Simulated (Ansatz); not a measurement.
# H7NOSSi (built from SMILES N.O[SiH2]S): search for a transition state

Wanted: the transition state of a four-centre ligand exchange (form Si1–N7, S2–H6 and break Si1–S2, H6–N7). The guess is relaxed with those distances held, a saddle search follows, and vibrations and two downhill relaxations check it.

Computed with Ansatz 0.2.0, Gaussian basis. Level: PBE0-D4, def2-SVP first, then def2-TZVP.

152 further runs of the same task are left out: 152 set aside as unsound or not needed.

## (1) The system as given

The guess: 11 atoms, charge 0, spin multiplicity 1.

Atoms are counted from 1 here; the program's logs count them from 0.

Bond lengths: Si1–H3 1.449 Å, Si1–H4 1.452 Å, Si1–O5 1.651 Å, Si1–N7 1.852 Å, S2–H8 1.325 Å, O5–H9 0.950 Å, H6–N7 1.151 Å, N7–H10 1.014 Å, N7–H11 1.014 Å. Angles: H3–Si1–H4 127.2°, H3–Si1–O5 105.4°, H3–Si1–N7 110.8°, H4–Si1–O5 104.7°, H4–Si1–N7 110.4°, O5–Si1–N7 92.1°, Si1–O5–H9 121.9°, Si1–N7–H6 94.3°, Si1–N7–H10 114.1°, Si1–N7–H11 113.1°, H6–N7–H10 114.2°, H6–N7–H11 112.8°, H10–N7–H11 108.1°.

Coordinates:

```xyz
11
charge 0, multiplicity 1
Si   -0.7708    0.1658    0.0208
S     0.3259   -2.3167   -0.0411
H    -1.4813   -0.3627   -1.1256
H    -0.9810   -0.1730    1.4166
O    -0.9831    1.8012   -0.0484
H     1.2308   -0.8164   -0.3035
N     1.0392    0.3181   -0.3405
H     0.6671   -2.3890    1.2375
H    -1.8339    2.2038    0.0836
H     1.5560    0.8491    0.3522
H     1.2310    0.7196   -1.2518
```

Distances that are to change: Si1–N7 1.85 Å, S2–H6 1.77 Å, Si1–S2 2.71 Å, H6–N7 1.15 Å.

## (2) Constrained relaxation of the guess

File hold/in.yaml:

```yaml
crystal:
  periodic: [false, false, false]
  atoms:
    - {symbol: Si, position_ang: [-0.770800, 0.165800, 0.020800]}
    - {symbol: S, position_ang: [0.325900, -2.316700, -0.041100]}
    - {symbol: H, position_ang: [-1.481300, -0.362700, -1.125600]}
    - {symbol: H, position_ang: [-0.981000, -0.173000, 1.416600]}
    - {symbol: O, position_ang: [-0.983100, 1.801200, -0.048400]}
    - {symbol: H, position_ang: [1.230800, -0.816400, -0.303500]}
    - {symbol: N, position_ang: [1.039200, 0.318100, -0.340500]}
    - {symbol: H, position_ang: [0.667100, -2.389000, 1.237500]}
    - {symbol: H, position_ang: [-1.833900, 2.203800, 0.083600]}
    - {symbol: H, position_ang: [1.556000, 0.849100, 0.352200]}
    - {symbol: H, position_ang: [1.231000, 0.719600, -1.251800]}
basis:
  gaussian: {orbitals: def2-SVP}
hamiltonian: {xc: pbe0, dispersion: d4}
relax: {f_tol: 0.04, max_steps: 150, escape_saddle: false, constraints: [{distance: [0, 6]}, {distance: [1, 5]}, {distance: [0, 1]}, {distance: [5, 6]}]}
```

On the command line:

```
$ ansatz run in.yaml --threads 4 --pin off --events-out ev --progress --plain --max-ram 9574MiB
```

The runs that follow: A starting Hessian; Saddle search in the small basis; Saddle search in triple zeta; Vibrations at the point found; Relaxing after a step of 0.30 Å one way along the mode; Relaxing after a step of 0.30 Å the other way along the mode.

What does the calculation give? Wanted: imaginary mode; barrier from the start side; barrier from the end side; energy of the step; pairs that change; zero-point energy at the saddle.

**Answer**, as computed:

| quantity | value |
| --- | --- |
| imaginary mode | 472i cm⁻¹ |
| barrier from the start side | 0.932 eV |
| barrier from the end side | 0.741 eV |
| energy of the step | +0.191 eV |
| pairs that change | Si1–N7 formed, S2–H6 formed, Si1–S2 broken, H6–N7 broken |
| zero-point energy at the saddle | 2.032 eV |

What this shows: The point has a single imaginary mode (472i cm⁻¹), as a transition state must. The two relaxations end on the structures that were planned. At PBE0-D4/def2-TZVP the electronic barrier is 0.932 eV, about 36 kT at 298 K, and the step runs 0.191 eV uphill. These are plain relaxations, not an intrinsic reaction coordinate. Lower complexes than these ends may exist.
